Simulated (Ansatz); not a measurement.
Ba2Tl5V3O12:

```xyz
22
Lattice="9.9367 0.0000 0.0000 0.0000 9.9367 0.0000 0.0000 0.0000 6.6555" Properties=species:S:1:pos:R:3 pbc="T T T"
Ba    0.0000    4.9683    0.0000
Ba    4.9683    0.0000    0.0000
V     4.9683    4.9683    0.0000
V     4.9683    0.0000    3.3278
V     0.0000    4.9683    3.3278
Tl    0.0000    0.0000    3.3278
Tl    6.6895    3.2472    3.0625
Tl    3.2472    6.6895    3.0625
Tl    6.6895    6.6895    3.5930
Tl    3.2472    3.2472    3.5930
O     3.9596    5.9771    0.9752
O     5.9771    3.9596    0.9752
O     5.9771    5.9771    5.6804
O     3.9596    3.9596    5.6804
O     5.9579    0.9015    2.2349
O     3.9787    0.9015    4.4207
O     5.9579    9.0352    4.4207
O     3.9787    9.0352    2.2349
O     0.9015    5.9579    2.2349
O     0.9015    3.9787    4.4207
O     9.0352    5.9579    4.4207
O     9.0352    3.9787    2.2349
```

The cell was built by a generator and needn't be a form met in nature.

* Program: Ansatz 0.2.0
* Task: relaxation of cell and atoms
* Functional: BLYP
* Potentials or basis: Ansatz PAW
* Cutoff: 420 eV (not typed: the program's choice for these potentials)
* k mesh: 2 × 2 × 3
* Occupations: fermi-dirac, width 0.05 eV
* Spin: collinear spin, ferromagnetic start
* Starting moments: [0.0, 0.0, 2.0, 2.0, 2.0, 0.0, 0.0, 0.0, 0.0, 0.0, 0.0, 0.0, 0.0, 0.0, 0.0, 0.0, 0.0, 0.0, 0.0, 0.0, 0.0, 0.0] μB

At the start: volume 29.87 Å³/atom.

Q: How do energy, volume and symmetry change on relaxing?

A: It ends after 11 steps and the volume is 32.38 Å³/atom (+8.4 %); space group P-42m (No. 111, to 0.05 Å); moment 0.00 μB per cell.

The path:
| step | energy change (eV) | largest force (eV/Å) | volume (Å³) |
| --- | --- | --- | --- |
| 1 | 0.0000 | 0.2530 | 657.15 |
| 2 | 0.0287 | 0.3258 | 708.50 |
| 3 | -0.0728 | 0.1197 | 692.70 |
| 4 | -0.0751 | 0.0175 | 695.88 |
| 5 | -0.0731 | 0.0038 | 697.25 |
| 6 | -0.1677 | 0.0045 | 697.25 |
| 7 | -0.1599 | 0.0077 | 707.46 |
| 8 | -0.1515 | 0.0348 | 712.47 |
| 9 | -0.1516 | 0.0104 | 712.64 |
| 10 | -0.1522 | 0.0045 | 712.38 |
| 11 | -0.1810 | 0.0045 | 712.38 |

Final structure:
```
CELL_PARAMETERS angstrom
10.29431 0.00000 0.00000
0.00000 10.29431 0.00000
0.00000 0.00000 6.72227
ATOMIC_POSITIONS crystal
Ba 0.00000 0.50000 0.00000
Ba 0.50000 0.00000 0.00000
V 0.50000 0.50000 0.00000
V 0.50000 0.00000 0.50000
V 0.00000 0.50000 0.50000
Tl 0.00000 0.00000 0.50000
Tl 0.67616 0.32384 0.45138
Tl 0.32384 0.67616 0.45138
Tl 0.67616 0.67616 0.54862
Tl 0.32384 0.32384 0.54862
O 0.40166 0.59834 0.14647
O 0.59834 0.40166 0.14647
O 0.59834 0.59834 0.85353
O 0.40166 0.40166 0.85353
O 0.59605 0.08911 0.33665
O 0.40395 0.08911 0.66335
O 0.59605 0.91089 0.66335
O 0.40395 0.91089 0.33665
O 0.08911 0.59605 0.33665
O 0.08911 0.40395 0.66335
O 0.91089 0.59605 0.66335
O 0.91089 0.40395 0.33665
```

Caveat: the plane-wave basis is chosen anew once the cell has moved, so the energies of steps on either side of that aren't comparable; the PAW data sets come from PBE, with cores solved anew for the run's functional, which leaves a small shift of forces and pressure; the starting moments weren't kept.
